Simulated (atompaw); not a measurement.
# Indium: generating and testing a PAW (atompaw) potential

Aim: build the potential from the settings below, then test how well it stands in for the atom: scattering, ghost states and the plane-wave cutoff that it needs.

Program: atompaw 4.2.0.5. Reference atom: PBE, scalar-relativistic, spherical and spin-unpolarised. All values are calculated.

### 1 The atom and the settings

Typed settings, in words:

| Property | Result |
| --- | --- |
| element | indium (In, Z = 49) |
| type | PAW |
| frozen core | [Kr] 4d10 |
| valence charge | 3 |
| reference configuration | 5s2 5p1 |
| partial waves | 5s (bound); 5s channel at 2.6 Ry; 5p (bound); 5p channel at 0.35 Ry; 5d channel at -0.1 Ry |
| local potential | ultrasoft scheme with l = 3 at 0 Ry, radius 2.10 bohr |
| core correction | smooth core density matched at 1.90 bohr |
| augmentation charge | besselshape compensation charge, radius 2.20 bohr; PAW radius 3.00 bohr; waves and projectors: bloechl |

The nodes and maxima of the atom's own shells, from an earlier all-electron run, set the scale for the radii.

All-electron outer shells of the reference configuration (PBE, scalar-relativistic, ld1.x):

```
shell  level (eV)  outermost node (bohr)  outermost maximum (bohr)
   4p      -78.13                   0.42                      0.82
   4d      -18.62                   0.40                      0.94
   5s       -8.21                   1.02                      2.16
   5p       -2.52                   1.14                      2.85
```

### 2 Generation

Input file In.input:

```
In 49
GGA-PBE scalarrelativistic loggrid 1500 logderivrange -3 5 201
5 5 4 0 0 0
5 1 1
0 0 0
c
c
c
c
v
c
c
c
v
c
c
2
3.00 2.20 2.10 1.90
y
2.6
n
y
0.35
n
y
-0.1
n
bloechl besselshape
3 0 ultrasoft
PWSCFOUT
UPFDX 0.0125d0 UPFXMIN -7.d0 UPFZMESH 49.d0
END
```

The run is started by

```console
atompaw < In.input > In.log
```

Q: Predict the outcome of this session. Wanted: cutoffs for 10 and 1 mRy, occupied levels; bound ghosts; largest phase difference near zero energy, channels read; lowest eigenvalue of the overlap; share of valence orbitals outside the PAW sphere; UPF file.

As calculated:

| quantity | value |
| --- | --- |
| cutoffs for 10 and 1 mRy, occupied levels | 12 Ry and 18 Ry |
| bound ghosts | none found |
| largest phase difference near zero energy, channels read | 1.458 rad |
| lowest eigenvalue of the overlap (Bessel basis) | 0.003 (p) |
| share of valence orbitals outside the PAW sphere | 5s 29 %, 5p 63 % |
| UPF file | written |

In words: The overlap operator is nearly singular (0.003). The potential is soft: the looser tolerance needs 12 Ry. The slowest level is 5s: taken alone it needs 15 Ry to come within 1 mRy, against 10 Ry for 5p. It is free of bound ghosts as far as tested. The d channel scatters worst near zero energy, by up to 1.46 rad. The pseudo curves have a pole that the atom lacks: s at 1.39 Ry. At positive energy this is a spurious resonance, even with no bound ghost. All of this concerns the isolated atom, not yet a solid.
